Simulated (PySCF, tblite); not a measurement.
**C4H13NOSi: geometry, infrared bands and NMR shifts**

What infrared bands and NMR shifts should C4H13NOSi (`CCN(C)[SiH2]OC`) show?

Programs: tblite 0.8.0 and PySCF 2.14.0, with density-fitted response routines of our own. Each step states its level of theory. These are calculated values for one molecule in the gas phase, unless marked as measured. Atoms count from 0, in the outputs and in this text.

### 1 The starting structure

20 atoms, charge 0, multiplicity 1; geometry from: force field or distance geometry start.

Bonds of the start (Å): C0–C1 1.51, C1–N2 1.47, N2–C3 1.44, N2–Si4 1.80, Si4–O5 1.71, O5–C6 1.41, C0–H7 1.13, C0–H8 1.11, C0–H9 1.10, C1–H10 1.12, C1–H11 1.09, C3–H12 1.12, C3–H13 1.12, C3–H14 1.09, Si4–H15 1.48, Si4–H16 1.47, C6–H17 1.11, C6–H18 1.09, C6–H19 1.10.

### 2 Optimising the geometry with GFN2-xTB

What the job is given:

```
{"job": {"kind": "relax", "xc": "GFN2-xTB", "basis": "xTB"}, "charge": 0, "multiplicity": 1}
C     -1.954800     1.217700     0.035800
C     -1.762800     0.171900    -1.030500
N     -0.665700    -0.749400    -0.704900
C     -0.972300    -1.638200     0.380400
Si     0.825000     0.189500    -0.360000
O      2.174200    -0.850200    -0.261100
C      3.277800    -0.000600    -0.045100
H     -1.578400     2.211500    -0.347800
H     -1.331200     1.008800     0.927300
H     -3.026700     1.285100     0.284600
H     -2.709600    -0.386500    -1.223300
H     -1.498900     0.677600    -1.962300
H     -1.371600    -2.575900    -0.092000
H     -0.030600    -1.948500     0.901300
H     -1.700600    -1.287200     1.110500
H      0.742600     0.878800     0.946600
H      1.064100     1.105200    -1.479600
H      3.229600     0.253900     1.034100
H      4.222700    -0.468900    -0.317300
H      3.061800     0.916100    -0.619200
```

The run is started by

```sh
$ OMP_NUM_THREADS=1 python probes_run.py task.json out
```

The driver reads the jobs from task.json and runs them one after another.

**Question.** This job is followed by: GFN2-xTB harmonic vibrations, gas phase; GIAO PBE0/pcSseg-1 NMR shielding, non-relativistic, gas phase. What will the session give for the following? strongest single infrared mode (GFN2-xTB); zero-point energy (GFN2-xTB); 13C shifts against TMS (PBE0/pcSseg-1); 1H shifts against TMS (PBE0/pcSseg-1, means over atoms taken as alike); 15N shifts against NH3 (PBE0/pcSseg-1); 29Si shifts against TMS (PBE0/pcSseg-1); 17O shifts against H2O (PBE0/pcSseg-1).

**Answer**, as computed:

```
                                                              quantity                             value
                             strongest single infrared mode (GFN2-xTB)             2122 cm⁻¹, 393 km/mol
                                          zero-point energy (GFN2-xTB)                    104.8 kcal/mol
                                13C shifts against TMS (PBE0/pcSseg-1)        51.8, 47.2, 34.7, 15.5 ppm
1H shifts against TMS (PBE0/pcSseg-1, means over atoms taken as alike)  5.01, 3.87, 2.90, 2.69, 1.03 ppm
                                15N shifts against NH3 (PBE0/pcSseg-1)                          31.0 ppm
                               29Si shifts against TMS (PBE0/pcSseg-1)                         -29.9 ppm
                                17O shifts against H2O (PBE0/pcSseg-1)                          -0.6 ppm
```

What this shows: The optimisation took 145 steps and gained 1.104 eV; among the close pairs (by a distance rule), N2–Si4 changed most, from 1.795 to 1.709 Å. No mode is imaginary among the 54: a minimum at this level. The strongest single mode, at 2122 cm⁻¹, moves mainly H15. Unscaled tight-binding wavenumbers are off by several per cent, some by more. Its intensities can rank the bands wrongly. The most deshielded carbon is C6 (methyl carbon bonded to O), at 51.8 ppm: deshielded by the electronegative neighbour. At PBE0/pcSseg-1: Shielding is most anisotropic at Si4 (span 102 ppm, paramagnetic term -505 ppm).
